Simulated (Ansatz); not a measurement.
# InGa5As6: the cost of one run

Method: DFT PBE, scalar-relativistic, plane waves, PAW, in Ansatz 0.2.0.

1 further run of the same task is left out (set aside as unsound or not needed). Runs told in other sessions of the task aren't counted.

### 1 The system as given

Symmetry: P-4m2, No. 115, tetragonal system. Conventional cell: a = 4.110 Å, b = 4.110 Å, c = 17.512 Å, α = 90.00°, β = 90.00°, γ = 90.00°. In (site symmetry -4m2) has 4 As at 2.64 Å in its first shell of neighbours. Ga (site symmetry -4m2) has 4 As at 2.50 Å in its first shell of neighbours. Ga (site symmetry 2mm) has 4 As at 2.50 Å in its first shell of neighbours. Around Ga (site symmetry 2mm) lie 4 As at 2.49 to 2.50 Å. Around As (site symmetry 2mm) lie 4 Ga at 2.50 Å. Around As (site symmetry 2mm) lie 2 Ga at 2.49 Å and 2 In at 2.64 Å.

As a file:

```cif
data_structure
_symmetry_space_group_name_H-M 'P 1'
_symmetry_Int_Tables_number 1
_cell_length_a 4.1098
_cell_length_b 4.1098
_cell_length_c 17.5117
_cell_angle_alpha 90.000
_cell_angle_beta 90.000
_cell_angle_gamma 90.000
_cell_volume 295.78
loop_
_atom_site_label
_atom_site_type_symbol
_atom_site_fract_x
_atom_site_fract_y
_atom_site_fract_z
_atom_site_occupancy
In1 In 0.50000 0.50000 0.50000 1
Ga1 Ga 0.00000 0.00000 0.00000 1
Ga2 Ga 0.50000 0.50000 0.16245 1
Ga3 Ga 0.00000 0.00000 0.32499 1
Ga4 Ga 0.00000 0.00000 0.67501 1
Ga5 Ga 0.50000 0.50000 0.83755 1
As1 As 0.50000 0.00000 0.24366 1
As2 As 0.00000 0.50000 0.40556 1
As3 As 0.50000 0.00000 0.59444 1
As4 As 0.00000 0.50000 0.75634 1
As5 As 0.50000 0.00000 0.91879 1
As6 As 0.00000 0.50000 0.08121 1
```

It is the end of an earlier relaxation with the same method, from a generated guess; it needn't be the stable form of this composition. At a tolerance of 0.05 Å it has space group P-4m2 (No. 115); it has 24.65 Å³/atom, an uncorrected energy of -0.32 eV/atom over the elements.

### 2 Static run: bands, density of states and charges

The input, input.yaml:

```yaml
crystal:
  lattice:
    - [4.1097933, 0.0, 0.0]
    - [0.0, 4.1097933, 0.0]
    - [0.0, 0.0, 17.5117382]
  atoms:
    - { symbol: In, position: [0.5, 0.5, 0.5] }
    - { symbol: Ga, position: [0.0, 0.0, 0.0] }
    - { symbol: Ga, position: [0.5, 0.5, 0.162448] }
    - { symbol: Ga, position: [0.0, 0.0, 0.324987] }
    - { symbol: Ga, position: [0.0, 0.0, 0.675013] }
    - { symbol: Ga, position: [0.5, 0.5, 0.837552] }
    - { symbol: As, position: [0.5, 0.0, 0.243662] }
    - { symbol: As, position: [0.0, 0.5, 0.40556] }
    - { symbol: As, position: [0.5, 0.0, 0.59444] }
    - { symbol: As, position: [0.0, 0.5, 0.756338] }
    - { symbol: As, position: [0.5, 0.0, 0.918787] }
    - { symbol: As, position: [0.0, 0.5, 0.081213] }
basis:
  ecutwfc: 420
kpoints:
  mp_grid: { grid: [10, 10, 2] }
  band_path:
    path:
      - [[0.0, 0.0, 0.0], [0.0, 0.5, 0.0], [0.5, 0.5, 0.0], [0.0, 0.0, 0.0], [0.0, 0.0, 0.5], [0.0, 0.5, 0.5], [0.5, 0.5, 0.5], [0.0, 0.0, 0.5]]
      - [[0.0, 0.5, 0.0], [0.0, 0.5, 0.5]]
      - [[0.5, 0.5, 0.0], [0.5, 0.5, 0.5]]
    npoints: 10
hamiltonian:
  xc: pbe
scf:
  occupations: { method: gaussian, width: 0.1 }
  n_extra_bands: 30
output:
  forces: true
  stress: true
  eigenvalues: true
  populations: true
  dos: { projected: true, de: 0.02, nscf_kmesh: { grid: [12, 12, 3] } }
  bader: false
  write_density: true
  write_potential: true
  elf: true
  volumetric_format: npy
```

Launch:

```console
$ ansatz run input.yaml --threads 4 --pin off --max-ram 8192MiB --backend cpu --events-out ev --progress --plain --runs-dir out
```

**Question.** How long does this run take on 4 threads of Arm Neoverse V2, shared host, and how much memory does it need?

About 2.9 min, with a peak of 2.5 GiB.
